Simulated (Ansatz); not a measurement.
# CH₆OSeSi: up Jacob's ladder to CCSD(T)

The task here is to estimate one member of a computed series from the others.

Method: functionals in def2-TZVPP, the program's frozen cores in correlated methods; program: Ansatz 0.2.0, Gaussian basis.

Plan: LDA (SPW92), PBE-D4, revPBE-D4, BLYP-D4, r2SCAN-D4, B97M-V, PBE0-D4, B3LYP-D4, r2SCANh-D4, r2SCAN0-D4, HSE06-D4, BHLYP-D4, CAM-B3LYP-D4, LC-ωPBE, ωB97X-V, ωB97M-V, B2PLYP, PBE-QIDH; CCSD(T)/def2-SVP; CCSD(T)/def2-TZVPP; MP2/def2-QZVPP; extrapolation to the limit; RPA on PBE.

## The geometry

The geometry comes from an earlier relaxation with PBE0-D4 in a triple-zeta def2 set; it is a stationary point, not always the lowest conformer.

SMILES `CO[SiH2][SeH]`, 10 atoms, charge 0, spin multiplicity 1.

Atoms are counted from 1 here; the program's logs count them from 0.

Bond lengths: C1–O2 1.411 Å, C1–H5 1.096 Å, C1–H6 1.096 Å, C1–H7 1.091 Å, O2–Si3 1.639 Å, Si3–Se4 2.261 Å, Si3–H8 1.487 Å, Si3–H9 1.486 Å, Se4–H10 1.469 Å. Angles: O2–C1–H5 111.3°, O2–C1–H6 111.6°, O2–C1–H7 108.1°, H5–C1–H6 108.6°, H5–C1–H7 108.5°, H6–C1–H7 108.6°, C1–O2–Si3 122.4°, O2–Si3–Se4 109.9°, O2–Si3–H8 109.0°, O2–Si3–H9 111.8°, Se4–Si3–H8 111.2°, Se4–Si3–H9 105.1°, H8–Si3–H9 109.8°, Si3–Se4–H10 92.7°.

Geometry (Å):

```
atom    x (Å)    y (Å)    z (Å)
  C1   0.4595   1.5682   0.4558
  O2   0.7084   0.2136   0.1488
 Si3  -0.4003  -0.7377  -0.5941
 Se4   0.2968  -2.8887  -0.5781
  H5   0.4311   2.1829  -0.4506
  H6  -0.4878   1.6934   0.9933
  H7   1.2698   1.9260   1.0925
  H8  -1.7069  -0.5912   0.1010
  H9  -0.5519  -0.3908  -2.0315
 H10   0.0644  -3.0268   0.8658
```

The first run:

in.yaml

```yaml
crystal:
  periodic: [false, false, false]
  atoms:
    - {symbol: C, position_ang: [0.459479, 1.568173, 0.455758]}
    - {symbol: O, position_ang: [0.708362, 0.213620, 0.148829]}
    - {symbol: Si, position_ang: [-0.400271, -0.737659, -0.594115]}
    - {symbol: Se, position_ang: [0.296759, -2.888671, -0.578070]}
    - {symbol: H, position_ang: [0.431134, 2.182858, -0.450613]}
    - {symbol: H, position_ang: [-0.487822, 1.693410, 0.993273]}
    - {symbol: H, position_ang: [1.269786, 1.925985, 1.092508]}
    - {symbol: H, position_ang: [-1.706947, -0.591166, 0.101035]}
    - {symbol: H, position_ang: [-0.551887, -0.390809, -2.031487]}
    - {symbol: H, position_ang: [0.064408, -3.026842, 0.865782]}
basis:
  gaussian: {orbitals: def2-TZVPP}
hamiltonian: {xc: lda}
output: {orbitals: {seedname: orbitals}}
```

On the command line:

```
$ ansatz run in.yaml --threads 4 --pin off --events-out ev --progress --plain --max-ram 10444MiB
```

Among the steps run: LDA; PBE-D4 (GGA); revPBE-D4 (GGA); BLYP-D4 (GGA); r2SCAN-D4 (meta-GGA); B97M-V (meta-GGA); B3LYP-D4 (hybrid); r2SCANh-D4 (hybrid); r2SCAN0-D4 (hybrid); HSE06-D4 (hybrid); BHLYP-D4 (hybrid); CAM-B3LYP-D4 (range-separated); LC-ωPBE (range-separated); ωB97X-V (range-separated); ωB97M-V (range-separated); B2PLYP (double hybrid); PBE-QIDH (double hybrid).

One table of the session follows, with a row left open; its other results are not shown here.

It belongs to the step «Frontier levels by functional». 

```
  functional  HOMO (eV)  gap (eV)
 LDA (SPW92)      -6.18      5.24
      PBE-D4      -6.04      5.26
   revPBE-D4      -5.99      5.28
     BLYP-D4      -5.85      5.13
   r2SCAN-D4      -6.31      5.86
      B97M-V          ?         ?
     PBE0-D4      -7.18      7.29
    B3LYP-D4      -6.92      6.76
  r2SCANh-D4      -6.73      6.60
  r2SCAN0-D4      -7.36      7.68
    HSE06-D4      -6.78      6.52
    BHLYP-D4      -8.14      9.10
CAM-B3LYP-D4      -8.44      9.55
     LC-ωPBE      -9.82     12.18
     ωB97X-V      -9.48     11.66
     ωB97M-V      -9.35     11.27
```

Q: Estimate the row for B97M-V from the others.

As computed: HOMO (eV): -6.41; gap (eV): 5.77. In the column «HOMO (eV)» it lies between r2SCANh-D4 (-6.73) and r2SCAN-D4 (-6.31).
